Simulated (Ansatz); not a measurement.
**C₂H₆F₂Si: up Jacob's ladder to CCSD(T)**

How much do the methods differ for C₂H₆F₂Si? The plan is to run it at one geometry with functionals of several rungs and with coupled cluster. The yardstick is the atomisation energy at the CCSD(T) limit.

Computed with Ansatz 0.2.0, Gaussian basis. Level: functionals in def2-TZVPP, the program's frozen cores in correlated methods.

The runs, in order: LDA (SPW92), PBE-D4, revPBE-D4, BLYP-D4, r2SCAN-D4, B97M-V, PBE0-D4, B3LYP-D4, r2SCANh-D4, r2SCAN0-D4, HSE06-D4, BHLYP-D4, CAM-B3LYP-D4, LC-ωPBE, ωB97X-V, ωB97M-V, B2PLYP, PBE-QIDH; CCSD(T)/def2-SVP; CCSD(T)/def2-TZVPP; MP2/def2-QZVPP; extrapolation to the limit; RPA on PBE.

### 1 Structure used throughout

All runs share one geometry, relaxed beforehand with PBE0-D4 in a triple-zeta def2 set.

SMILES `FC(F)C[SiH3]`, 11 atoms, charge 0, spin multiplicity 1.

Atoms are counted from 1 here; the program's logs count them from 0.

Bond lengths: F1–C2 1.363 Å, C2–F3 1.361 Å, C2–C4 1.500 Å, C2–H6 1.095 Å, C4–Si5 1.887 Å, C4–H7 1.094 Å, C4–H8 1.094 Å, Si5–H9 1.486 Å, Si5–H10 1.483 Å, Si5–H11 1.488 Å. Angles: F1–C2–F3 106.6°, F1–C2–C4 110.5°, F1–C2–H6 107.5°, F3–C2–C4 110.8°, F3–C2–H6 107.3°, C4–C2–H6 113.7°, C2–C4–Si5 114.2°, C2–C4–H7 108.3°, C2–C4–H8 108.4°, Si5–C4–H7 108.8°, Si5–C4–H8 109.6°, H7–C4–H8 107.4°, C4–Si5–H9 108.4°, C4–Si5–H10 111.3°, C4–Si5–H11 109.5°, H9–Si5–H10 109.4°, H9–Si5–H11 108.9°, H10–Si5–H11 109.3°.

### 2 LDA

This LDA is Slater exchange with PW92 correlation.

in.yaml reads:

```yaml
crystal:
  periodic: [false, false, false]
  atoms:
    - {symbol: F, position_ang: [-0.634587, -0.175464, 1.902308]}
    - {symbol: C, position_ang: [0.514418, -0.433395, 1.216699]}
    - {symbol: F, position_ang: [1.040013, -1.570451, 1.750005]}
    - {symbol: C, position_ang: [0.225221, -0.614150, -0.243578]}
    - {symbol: Si, position_ang: [-0.608258, 0.871015, -1.057027]}
    - {symbol: H, position_ang: [1.215342, 0.381078, 1.429799]}
    - {symbol: H, position_ang: [1.169890, -0.812629, -0.758048]}
    - {symbol: H, position_ang: [-0.405559, -1.500303, -0.363229]}
    - {symbol: H, position_ang: [-0.605507, 0.662191, -2.527819]}
    - {symbol: H, position_ang: [-2.005162, 1.029320, -0.585527]}
    - {symbol: H, position_ang: [0.159686, 2.105685, -0.743084]}
basis:
  gaussian: {orbitals: def2-TZVPP}
hamiltonian: {xc: lda}
output: {orbitals: {seedname: orbitals}}
```

Command:

```bash
$ ansatz run in.yaml --threads 4 --pin off --events-out ev --progress --plain --max-ram 10444MiB
```

After this run come: PBE-D4 (GGA); revPBE-D4 (GGA); BLYP-D4 (GGA); r2SCAN-D4 (meta-GGA); B97M-V (meta-GGA); PBE0-D4 (hybrid); B3LYP-D4 (hybrid); r2SCANh-D4 (hybrid); r2SCAN0-D4 (hybrid); HSE06-D4 (hybrid); BHLYP-D4 (hybrid); CAM-B3LYP-D4 (range-separated); LC-ωPBE (range-separated); ωB97X-V (range-separated); ωB97M-V (range-separated); B2PLYP (double hybrid); PBE-QIDH (double hybrid); CCSD(T) in def2-SVP; CCSD(T) in def2-TZVPP; MP2 in def2-QZVPP; RPA on PBE orbitals.

**Question.** What will the summary of the whole plan be? Wanted: atomisation energy, CCSD(T)/CBS; farthest beyond LDA; mean size of error, GGA; mean size of error, meta-GGA; mean size of error, hybrid; mean size of error, range-separated; mean size of error, double hybrid; gap, smallest and largest; T1 diagnostic.

The runs gave:

| quantity | value |
| --- | --- |
| atomisation energy, CCSD(T)/CBS | 3962.6 kJ/mol |
| functionals within 19.8 kJ/mol (0.5 %) | BLYP-D4, r2SCAN-D4, B97M-V, PBE0-D4, B3LYP-D4, r2SCANh-D4, HSE06-D4, LC-ωPBE, ωB97X-V, ωB97M-V |
| farthest beyond LDA | BHLYP-D4 (-120.2 kJ/mol) |
| mean size of error, GGA | 39.6 kJ/mol |
| mean size of error, meta-GGA | 4.6 kJ/mol |
| mean size of error, hybrid | 35.5 kJ/mol |
| mean size of error, range-separated | 13.8 kJ/mol |
| mean size of error, double hybrid | 39.0 kJ/mol |
| gap, smallest and largest | 7.54 eV (LDA (SPW92)), 14.85 eV (LC-ωPBE) |
| T1 diagnostic | 0.0114 |
| triples share of the correlation energy | 3.2 % |

In words: The LDA atomisation energy is off by 585.7 kJ/mol (15 %): it overbinds. PBE-D4 misses by +63.0 kJ/mol. Double hybrids carry the basis error of their MP2 part in triple zeta, and no dispersion term here, so their miss is partly the set-up's. The rungs meta-GGA, range-separated miss on average by less than the doubt on the reference (19.8 kJ/mol), so they tie. The reference freezes the cores and leaves out relativity and excitations past (T), so misses under about 19.8 kJ/mol can't be ranked. Hartree-Fock recovers 74 % of the binding; the rest is correlation. CCSD(T) in def2-SVP is off by -198.4 kJ/mol, which most functionals beat. The gap grows from 7.5 to 14.9 eV across the functionals, mostly with the share of exact exchange.
